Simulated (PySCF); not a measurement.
Molecule: NCBF2, in a box.

```
CELL_PARAMETERS angstrom
12.00000 0.00000 0.00000
0.00000 13.00000 0.00000
0.00000 0.00000 11.00000
ATOMIC_POSITIONS crystal
N 0.41082 0.61960 0.58231
C 0.44380 0.54384 0.54216
B 0.48808 0.44213 0.48824
F 0.59135 0.41479 0.50711
F 0.42219 0.38363 0.42387
```

Program: PySCF 2.14.0. Alike in all runs: task atomic charges; potentials or basis pob-tzvp-rev2 (all-electron); no spin polarisation; cell as given; k mesh 1 × 1 × 1; smearing fixed.

Q: Order these runs on this cell by their band gap on the k mesh, lowest first.
A. level B3LYP; exxdiv ewald
B. level PBE50; exxdiv ewald
C. level BLYP+D3(BJ); three-body dispersion term no
D. level HSE03+D3; exxdiv ewald; three-body dispersion term no

A: C (5.98 eV), D (7.76 eV), A (8.00 eV), B (11.05 eV).

Caveats: this is a molecule in a periodic box at the Γ point, so its band gap is the HOMO-LUMO gap; the basis of atomic orbitals isn't converged, which shifts pressures, moduli and gaps; this program's HSE differs a little from the usual definition (some runs).

Runs at the PBE level aren't shown here.
